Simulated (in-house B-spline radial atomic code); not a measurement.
# K⁸⁺: ionisation energy by several methods

Wanted: one ionisation energy, K⁸⁺ to configuration [He] 2s2 2p6, up the ladder of functionals.

The numbers are computed with in-house B-spline radial atomic code version 1 (non-relativistic, several functionals, spin-polarised; spherical all-electron atom at the radial basis limit), except any that are marked as measured or tabulated.

## Step 1: The atom as given

* element: potassium (Z = 19)
* charge: +8
* electrons: 11
* configuration: [Ne] 3s1
* nucleus: point

The outer shells:

[Ne] 3s1
```
[Ne] core
3s [↑ ]
```

Where spins are not typed, each open shell is filled with up spins first.

## Step 2: HSE06

Input settings:

```ini
Z = 19
electrons = 11.0
configuration = [Ne] 3s1
hamiltonian = nr
method = hse06
spin_polarised = True
```

## Step 3: PBE0

Input settings:

```ini
Z = 19
electrons = 11.0
configuration = [Ne] 3s1
hamiltonian = nr
method = pbe0
spin_polarised = True
```

## Step 4: AM05

Input settings:

```ini
Z = 19
electrons = 11.0
configuration = [Ne] 3s1
hamiltonian = nr
method = am05
spin_polarised = True
```

## Step 5: M06-2X

Input settings:

```ini
Z = 19
electrons = 11.0
configuration = [Ne] 3s1
hamiltonian = nr
method = m062x
spin_polarised = True
```

## Step 6: LDA (PW92)

Input settings:

```ini
Z = 19
electrons = 11.0
configuration = [Ne] 3s1
hamiltonian = nr
method = lda,pw
spin_polarised = True
```

## Step 7: OLYP

Input settings:

```ini
Z = 19
electrons = 11.0
configuration = [Ne] 3s1
hamiltonian = nr
method = optx,lyp
spin_polarised = True
```

## Step 8: PW91

Input settings:

```ini
Z = 19
electrons = 11.0
configuration = [Ne] 3s1
hamiltonian = nr
method = pw91,pw91
spin_polarised = True
```

## Step 9: exchange-only LDA

Input settings:

```ini
Z = 19
electrons = 11.0
configuration = [Ne] 3s1
hamiltonian = nr
method = lda,
spin_polarised = True
```

## Step 10: RPBE

Input settings:

```ini
Z = 19
electrons = 11.0
configuration = [Ne] 3s1
hamiltonian = nr
method = rpbe,pbe
spin_polarised = True
```

## Step 11: fractional-occupation HF

Input settings:

```ini
Z = 19
electrons = 11.0
configuration = [Ne] 3s1
hamiltonian = nr
method = hf,
spin_polarised = True
```

Q: The tabulated ionisation energy is 175.817 ± 0.0025 eV (semi-empirical; NIST Atomic Spectra Database). What does each method give, and which comes nearest?

As calculated:

| method | rung | total energy (hartree) | ΔSCF (eV) | −ε highest (eV) | ΔSCF less tabulated (eV) |
| --- | --- | --- | --- | --- | --- |
| LDA (PW92) | LDA | -576.2698 | 175.93 | 166.93 (3s up) | +0.11 |
| exchange-only LDA | LDA | -575.2422 | 174.79 | 165.81 (3s up) | -1.03 |
| AM05 | GGA | -576.4846 | 175.46 | 166.70 (3s up) | -0.36 |
| OLYP | GGA | -578.0820 | 176.12 | 166.84 (3s up) | +0.31 |
| PW91 | GGA | -577.9887 | 176.32 | 167.07 (3s up) | +0.50 |
| RPBE | GGA | -577.9851 | 176.06 | 166.75 (3s up) | +0.25 |
| PBE0 | global hybrid | -577.8617 | 175.89 | 168.97 (3s up) | +0.07 |
| M06-2X | global hybrid | -578.0268 | 175.76 | 171.76 (3s up) | -0.06 |
| HSE06 | range-separated hybrid | -577.8813 | 175.94 | 168.64 (3s up) | +0.12 |
| fractional-occupation HF | Hartree-Fock | -577.5919 | 174.62 | 174.66 (3s up) | -1.20 |

What this shows: The tabulated ionisation energy is 175.817 ± 0.0025 eV (semi-empirical; NIST Atomic Spectra Database). M06-2X comes nearest (-0.06 eV) and fractional-occupation HF is farthest (-1.20 eV, 0.68 %). Mean absolute error by rung (exchange-only levels left out): LDA 0.11 eV, GGA 0.35 eV, global hybrid 0.06 eV, range-separated hybrid 0.12 eV. These runs lack relativity altogether, which can outweigh the gaps between the methods, so the nearest may be so by luck. For the semilocal functionals minus the highest level recovers only 95 % of their own ΔSCF value, a mark of self-interaction.
